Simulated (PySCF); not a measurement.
# Changing the system itself: InP (triplet)

One physical setting of the base script is moved in each run, with the edits that it forces.

Computed with PySCF 2.14.0. Level: method and basis as typed in the scripts.

3 further runs of the same task are left out: 3 for a known fault of the program.

## Step 1: The starting structure

InP (triplet): 2 atoms, charge 0, spin multiplicity 3.

Bond lengths: In1–P2 2.332 Å.

## Step 2: Base script

The input, input.py:

```python
from pyscf import gto, scf, mp

mol = gto.M(
    atom='In 0 0 0; P 0 0 2.332',
    basis='def2-svpd',
    ecp={'In': 'def2-svpd'},
    charge=0,
    spin=2,
    verbose=4,
)
mf = scf.UHF(mol)
mf.kernel()
mp.MP2(mf).kernel()
mf.dip_moment()
print('orbital energies (hartree):', [e[max(0, n-3):n+3].round(4) for e, n in zip(mf.mo_energy, mol.nelec)])
```

Command:

```sh
$ OMP_NUM_THREADS=1 python input.py
```

Its log is not repeated here.

Base result: E(SCF) = -529.814812 Eh, 13 cycles, E(MP2) − E(SCF) = -0.17063 Eh, ⟨S²⟩ = 2.017, μ = 0.20 D (of the SCF density).

The bond length is a typed value, not an optimised one. The triplet is typed in the script; nothing here shows that it is the ground state.

## Step 3: Bond 4.664 Å

Run 1 changes bond length: 2.332 Å → 4.664 Å.

The input, input.py:

```python
from pyscf import gto, scf, mp

mol = gto.M(
    atom='In 0 0 0; P 0 0 4.664',
    basis='def2-svpd',
    ecp={'In': 'def2-svpd'},
    charge=0,
    spin=2,
    verbose=4,
)
mf = scf.UHF(mol)
mf.kernel()
mp.MP2(mf).kernel()
mf.dip_moment()
print('orbital energies (hartree):', [e[max(0, n-3):n+3].round(4) for e, n in zip(mf.mo_energy, mol.nelec)])
```

Command:

```sh
$ OMP_NUM_THREADS=1 python input.py
```

## Step 4: Bond 0.5 Å

Run 2 changes bond length: 2.332 Å → 0.5 Å.

input.py, as its differences from that of step 2:

```diff
@@ -3,3 +3,3 @@
 mol = gto.M(
-    atom='In 0 0 0; P 0 0 2.332',
+    atom='In 0 0 0; P 0 0 0.5',
     basis='def2-svpd',
```

## Step 5: Charge +1 (quartet)

Run 3 changes charge: 0 → 1; spin (2S): 2 → 3.

input.py, as its differences from that of step 2:

```diff
@@ -6,4 +6,4 @@
     ecp={'In': 'def2-svpd'},
-    charge=0,
-    spin=2,
+    charge=1,
+    spin=3,
     verbose=4,
```

What does the calculation give? Wanted: for each run, E(SCF); from base; gap, α spin; SCF dipole; after the SCF.

The runs gave:

| run | E(SCF) (hartree) | from base (eV) | cycles | gap, α spin (eV) | SCF dipole (D) | after the SCF |
| --- | --- | --- | --- | --- | --- | --- |
| base | -529.814812 | 0 | 13 | 8.25 | 0.20 | MP2 correlation -4.643 eV |
| bond 4.664 Å | -529.742023 | +1.9807 | 20 | 4.63 | 10.17 | MP2 correlation -4.685 eV |
| bond 0.5 Å (poor choice) | -472.984881 | +1546.4212 | 14 | 5.54 | 1.62 | MP2 correlation -4.806 eV |
| charge +1 (quartet) | -529.578395 | +6.4332 | 12 | 10.20 | n/a | MP2 correlation -4.108 eV |

Of the runs whose energies can be compared, “bond 0.5 Å” moves the SCF energy most (+1546.421 eV). At the SCF level, going to the quartet with one electron fewer costs 6.43 eV at fixed geometry, which need not be the lowest ionisation. With bond 4.664 Å the frontier gap moves by over 1.5 eV, which can mean another electronic state rather than the bond length alone. With bond 0.5 Å the frontier gap moves by over 1.5 eV, which can mean another electronic state rather than the bond length alone. Rows marked «poor choice» come from settings spoiled on purpose.
